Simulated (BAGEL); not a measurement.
# SiH3O3F (SMILES O[Si](O)(O)F) at RI-MP2/def2-SVP (density fitting with qzvpp-jkfit)

Aim: the energy change on altering one bond length of SiH3O3F at RI-MP2/def2-SVP (density fitting with qzvpp-jkfit), from 2 runs. 

The results are computed with BAGEL 1.2.2.

## (1) The system as given

The species is SiH3O3F (8 atoms), meant as a singlet with charge 0. SMILES: `O[Si](O)(O)F`. Geometry: relaxed at PBE0-D4/def2-TZVP. This is one conformer, not always the lowest.

Bond lengths: O1–Si2 1.619 Å, Si2–O3 1.619 Å, Si2–O4 1.619 Å, Si2–F5 1.594 Å, O1–H6 0.958 Å, O3–H7 0.958 Å, O4–H8 0.958 Å. Angles: O1–Si2–O3 109.9°, O1–Si2–O4 109.9°, O1–Si2–F5 109.0°, O3–Si2–O4 109.9°, O3–Si2–F5 109.0°, O4–Si2–F5 109.1°, Si2–O1–H6 118.5°, Si2–O3–H7 118.5°, Si2–O4–H8 118.5°.

## (2) The energy at RI-MP2/def2-SVP (density fitting with qzvpp-jkfit)

input.json

```json
{ "bagel" : [

{
  "title" : "molecule",
  "basis" : "svp",
  "df_basis" : "qzvpp-jkfit",
  "angstrom" : true,
  "geometry" : [
    { "atom" : "O", "xyz" : [      -0.014900,       1.553700,      -0.307600 ] },
    { "atom" : "Si", "xyz" : [       0.050600,      -0.048800,      -0.087900 ] },
    { "atom" : "O", "xyz" : [       0.980100,      -0.392200,       1.192300 ] },
    { "atom" : "O", "xyz" : [      -1.441000,      -0.634600,       0.141700 ] },
    { "atom" : "F", "xyz" : [       0.682000,      -0.726300,      -1.385600 ] },
    { "atom" : "H", "xyz" : [      -0.516400,       1.893600,      -1.049300 ] },
    { "atom" : "H", "xyz" : [       1.899300,      -0.124100,       1.175200 ] },
    { "atom" : "H", "xyz" : [      -1.547700,      -1.578300,       0.265400 ] }
  ]
},

{
  "title" : "hf",
  "charge" : 0
},

{
  "title" : "mp2",
  "charge" : 0,
  "ncore" : 9
}

]}
```

Launch:

```bash
$ BAGEL_NUM_THREADS=1 BAGEL input.json > input.out
```

The log of the run:

```text
* using 1 threads per process

  ===============================================================
  ===============================================================

  *** Geometry ***

  { "atom" : "O", "xyz" : [     -0.028157,      2.936067,     -0.581280 ] },
  { "atom" : "Si", "xyz" : [      0.095620,     -0.092219,     -0.166107 ] },
  { "atom" : "O", "xyz" : [      1.852121,     -0.741151,      2.253120 ] },
  { "atom" : "O", "xyz" : [     -2.723095,     -1.199220,      0.267774 ] },
  { "atom" : "F", "xyz" : [      1.288793,     -1.372508,     -2.618405 ] },
  { "atom" : "H", "xyz" : [     -0.975855,      3.578385,     -1.982890 ] },
  { "atom" : "H", "xyz" : [      3.589157,     -0.234515,      2.220806 ] },
  { "atom" : "H", "xyz" : [     -2.924729,     -2.982555,      0.501533 ] },

  Number of auxiliary basis functions:      490

  Since a DF basis is specified, we compute 2- and 3-index integrals:
    o Being stored without compression. Storage requirement is 0.031 GB

  Number of basis functions:       89
  Number of electrons      :       50

    * METHOD: MOLECULE                             0.24

  *** RHF ***

  === Nuclear Repulsion ===
   270.1001770862

      * DIIS with orbital gradients will be used.

  === RHF iteration (svp) ===
      0       -614.20672223          0.02553753           0.08
      1       -614.45923004          0.01509381           0.07
      2       -614.57688882          0.00090825           0.07
      3       -614.57756946          0.00015433           0.07
      4       -614.57758856          0.00005842           0.07
      5       -614.57759081          0.00001790           0.08
      6       -614.57759111          0.00000390           0.08
      7       -614.57759113          0.00000072           0.07
      8       -614.57759113          0.00000020           0.07
      9       -614.57759113          0.00000008           0.07
     10       -614.57759113          0.00000002           0.07
     11       -614.57759113          0.00000001           0.07
    * SCF iteration converged.

    * Permanent dipole moment:
           (   -0.116825,     0.126589,     0.237241) a.u.

    * METHOD: HF                                   1.07

  *** RHF ***

  === Nuclear Repulsion ===
   270.1001770862

      * DIIS with orbital gradients will be used.

  === RHF iteration (svp) ===
      0       -614.57759113          0.00000000           0.07
    * SCF iteration converged.

    * Permanent dipole moment:
           (   -0.116825,     0.126589,     0.237241) a.u.

  === DF-MP2 calculation ===

    * freezing 9 orbitals
    * 3-index integral transformation done
    * assembly done

      MP2 correlation energy:   -0.8297276880      0.05

      MP2 total energy:       -615.4073188148

    * METHOD: MP2                                  0.22

  ===============================================================
```

Run time: 1.7 s. Hardware: 1 thread of Arm Neoverse V1, shared host; peak memory 0.13 GiB.

## (3) The distorted shape

input.json

```json
{ "bagel" : [

{
  "title" : "molecule",
  "basis" : "svp",
  "df_basis" : "qzvpp-jkfit",
  "angstrom" : true,
  "geometry" : [
    { "atom" : "O", "xyz" : [    0.113138,    2.686123,   -0.456038 ] },
    { "atom" : "Si", "xyz" : [    0.178638,    1.083623,   -0.236338 ] },
    { "atom" : "O", "xyz" : [    1.108138,    0.740223,    1.043862 ] },
    { "atom" : "O", "xyz" : [   -1.312962,    0.497823,   -0.006738 ] },
    { "atom" : "F", "xyz" : [    0.810038,    0.406123,   -1.534038 ] },
    { "atom" : "H", "xyz" : [   -0.388362,    3.026023,   -1.197738 ] },
    { "atom" : "H", "xyz" : [    2.027338,    1.008323,    1.026762 ] },
    { "atom" : "H", "xyz" : [   -1.547700,   -1.578300,    0.265400 ] }
  ]
},
{
  "title" : "hf"
},
{
  "title" : "mp2",
  "ncore" : 9
}

]}
```

Launch:

```bash
$ BAGEL_NUM_THREADS=1 BAGEL input.json > input.out
```

The log of the run:

```text
* using 1 threads per process

  ===============================================================
  ===============================================================

  *** Geometry ***

  { "atom" : "O", "xyz" : [      0.213800,      5.076037,     -0.861787 ] },
  { "atom" : "Si", "xyz" : [      0.337577,      2.047751,     -0.446614 ] },
  { "atom" : "O", "xyz" : [      2.094077,      1.398819,      1.972613 ] },
  { "atom" : "O", "xyz" : [     -2.481139,      0.940749,     -0.012733 ] },
  { "atom" : "F", "xyz" : [      1.530750,      0.767461,     -2.898912 ] },
  { "atom" : "H", "xyz" : [     -0.733898,      5.718355,     -2.263397 ] },
  { "atom" : "H", "xyz" : [      3.831114,      1.905454,      1.940299 ] },
  { "atom" : "H", "xyz" : [     -2.924729,     -2.982555,      0.501533 ] },

  Number of auxiliary basis functions:      490

  Since a DF basis is specified, we compute 2- and 3-index integrals:
    o Being stored without compression. Storage requirement is 0.031 GB

  Number of basis functions:       89
  Number of electrons      :       50

    * METHOD: MOLECULE                             0.24

  *** RHF ***

  === Nuclear Repulsion ===
   265.7814865612

      * DIIS with orbital gradients will be used.

  === RHF iteration (svp) ===
      0       -613.81147647          0.02713117           0.07
      1       -613.89806676          0.02563159           0.07
      2       -614.30179086          0.00544247           0.07
      3       -614.32184488          0.00141614           0.07
      4       -614.32383952          0.00041506           0.07
      5       -614.32411220          0.00014017           0.07
      6       -614.32413930          0.00005161           0.07
      7       -614.32414287          0.00001951           0.07
      8       -614.32414323          0.00000724           0.07
      9       -614.32414328          0.00000489           0.07
     10       -614.32414331          0.00000243           0.07
     11       -614.32414334          0.00000159           0.07
     12       -614.32414335          0.00000101           0.07
     13       -614.32414336          0.00000051           0.07
     14       -614.32414336          0.00000024           0.07
     15       -614.32414336          0.00000016           0.07
     16       -614.32414336          0.00000012           0.07
     17       -614.32414336          0.00000007           0.07
     18       -614.32414336          0.00000003           0.07
     19       -614.32414336          0.00000002           0.07
     20       -614.32414336          0.00000001           0.07
     21       -614.32414336          0.00000001           0.07
    * SCF iteration converged.

    * Permanent dipole moment:
           (    0.003913,     0.621009,     0.171389) a.u.

    * METHOD: HF                                   1.72

  *** RHF ***

  === Nuclear Repulsion ===
   265.7814865612

      * DIIS with orbital gradients will be used.

  === RHF iteration (svp) ===
      0       -614.32414336          0.00000001           0.07
    * SCF iteration converged.

    * Permanent dipole moment:
           (    0.003913,     0.621009,     0.171389) a.u.

  === DF-MP2 calculation ===

    * freezing 9 orbitals
    * 3-index integral transformation done
    * assembly done

      MP2 correlation energy:   -0.8782062426      0.05

      MP2 total energy:       -615.2023496052

    * METHOD: MP2                                  0.21

  ===============================================================
```

It took 2.3 s on 1 thread of Arm Neoverse V1, shared host; peak memory 0.13 GiB.

## (4) Outcome

Level: RI-MP2/def2-SVP (density fitting with qzvpp-jkfit), 9 core orbitals frozen.

```
                                                         quantity          value
                                        first shape: total energy  -615.40732 Eh
         first shape: correlation energy (9 core orbitals frozen)     -829.7 mEh
                                    distorted shape: total energy  -615.20235 Eh
     distorted shape: correlation energy (9 core orbitals frozen)     -878.2 mEh
energy change with the O4–H8 bond stretched from 0.958 to 2.107 Å       5.577 eV
```

In words: One bond (distorted shape) is far stretched, which a spin-restricted single reference describes badly; perturbation theory on it can break down and give far too much correlation. With the O4–H8 bond stretched from 0.958 to 2.107 Å the energy rises by 5.58 eV (538 kJ/mol). The first shape isn't relaxed at this level, so the change isn't measured from a minimum. A restricted reference can't describe the breaking bond well at this length.
